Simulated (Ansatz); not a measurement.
The system is Ba2Tl5V3O12.

```
Ba V Tl O
1.0
     6.54548    0.00000    0.00000
     0.00000    6.54548    0.00000
     0.00000    0.00000   13.57484
Ba V Tl O
2 3 5 12
Direct
  0.50000 0.00000 0.56322
  0.00000 0.50000 0.43678
  0.00000 0.00000 0.50000
  0.00000 0.00000 0.00000
  0.50000 0.50000 0.50000
  0.50000 0.00000 0.02980
  0.00000 0.50000 0.68840
  0.00000 0.50000 0.97020
  0.50000 0.00000 0.31160
  0.50000 0.50000 0.00000
  0.81622 0.88853 0.42632
  0.88853 0.18378 0.57368
  0.11147 0.81622 0.57368
  0.18378 0.11147 0.42632
  0.82276 0.85849 0.93300
  0.85849 0.17724 0.06700
  0.14151 0.82276 0.06700
  0.17724 0.14151 0.93300
  0.68323 0.61113 0.57410
  0.61113 0.31677 0.42590
  0.38887 0.68323 0.42590
  0.31677 0.38887 0.57410
```

The cell was built by a generator and needn't be a form met in nature.

```yaml
Program: Ansatz 0.2.0
Task: relaxation of cell and atoms
Functional: r2SCAN
Potentials_or_basis: Ansatz PAW
Cutoff: "500 eV (not typed: the program's choice for these potentials)"
k_mesh: 3 × 3 × 2
Occupations: fermi-dirac, width 0.05 eV
Spin: collinear spin, ferromagnetic start
Starting_moments: "[0.0, 0.0, 2.0, 2.0, 2.0, 0.0, 0.0, 0.0, 0.0, 0.0, 0.0, 0.0, 0.0, 0.0, 0.0, 0.0, 0.0, 0.0, 0.0, 0.0, 0.0, 0.0] μB"
```

At the start: volume 26.44 Å³/atom.

Where does the relaxation end?

It ends after 15 steps and the volume is 21.79 Å³/atom (-17.6 %); space group P-4 (No. 81, to 0.05 Å); moment 0.00 μB per cell.

Step by step:
| step | energy change (eV) | largest force (eV/Å) | volume (Å³) |
| --- | --- | --- | --- |
| 1 | 0.0000 | 0.4334 | 581.59 |
| 2 | -0.0220 | 0.4442 | 548.95 |
| 3 | -0.0845 | 0.3440 | 552.67 |
| 4 | -0.1355 | 0.1241 | 530.00 |
| 5 | -0.1399 | 0.0385 | 532.86 |
| 6 | -0.1421 | 0.0282 | 531.69 |
| 7 | -0.1501 | 0.0204 | 524.33 |
| 8 | -0.1644 | 0.0650 | 508.27 |
| 9 | -0.1809 | 0.1323 | 499.89 |
| 10 | -0.2003 | 0.1915 | 488.50 |
| 11 | -0.2014 | 0.2407 | 488.67 |
| 12 | -0.2163 | 0.0560 | 485.20 |
| 13 | -0.2201 | 0.0211 | 479.25 |
| 14 | -0.2204 | 0.0027 | 479.43 |
| 15 | -0.1957 | 0.0056 | 479.43 |

Final structure:
```yaml
crystal:
  lattice:
    - [6.49681, 0.00000, 0.00000]
    - [0.00000, 6.49681, 0.00000]
    - [0.00000, 0.00000, 11.35864]
  atoms:
    - { symbol: Ba, position: [0.50000, 0.00000, 0.57552] }
    - { symbol: Ba, position: [0.00000, 0.50000, 0.42448] }
    - { symbol: V, position: [0.00000, 0.00000, 0.50000] }
    - { symbol: V, position: [0.00000, 0.00000, 0.00000] }
    - { symbol: V, position: [0.50000, 0.50000, 0.50000] }
    - { symbol: Tl, position: [0.50000, 0.00000, 0.96595] }
    - { symbol: Tl, position: [0.00000, 0.50000, 0.72228] }
    - { symbol: Tl, position: [0.00000, 0.50000, 0.03405] }
    - { symbol: Tl, position: [0.50000, 0.00000, 0.27772] }
    - { symbol: Tl, position: [0.50000, 0.50000, 0.00000] }
    - { symbol: O, position: [0.81498, 0.88882, 0.41327] }
    - { symbol: O, position: [0.88882, 0.18502, 0.58673] }
    - { symbol: O, position: [0.11118, 0.81498, 0.58673] }
    - { symbol: O, position: [0.18502, 0.11118, 0.41327] }
    - { symbol: O, position: [0.85567, 0.82360, 0.92184] }
    - { symbol: O, position: [0.82360, 0.14433, 0.07816] }
    - { symbol: O, position: [0.17640, 0.85567, 0.07816] }
    - { symbol: O, position: [0.14433, 0.17640, 0.92184] }
    - { symbol: O, position: [0.68410, 0.60950, 0.58801] }
    - { symbol: O, position: [0.60950, 0.31590, 0.41199] }
    - { symbol: O, position: [0.39050, 0.68410, 0.41199] }
    - { symbol: O, position: [0.31590, 0.39050, 0.58801] }
```

Caveat: the magnetic or orbital state may not be the lowest; the volume moved by over 15 % at a fixed basis, so the end points are rough; the plane-wave basis is chosen anew once the cell has moved, so the energies of steps on either side of that aren't comparable; the PAW data sets come from PBE, with cores solved anew for the run's functional, which leaves a small shift of forces and pressure; the starting moments weren't kept.
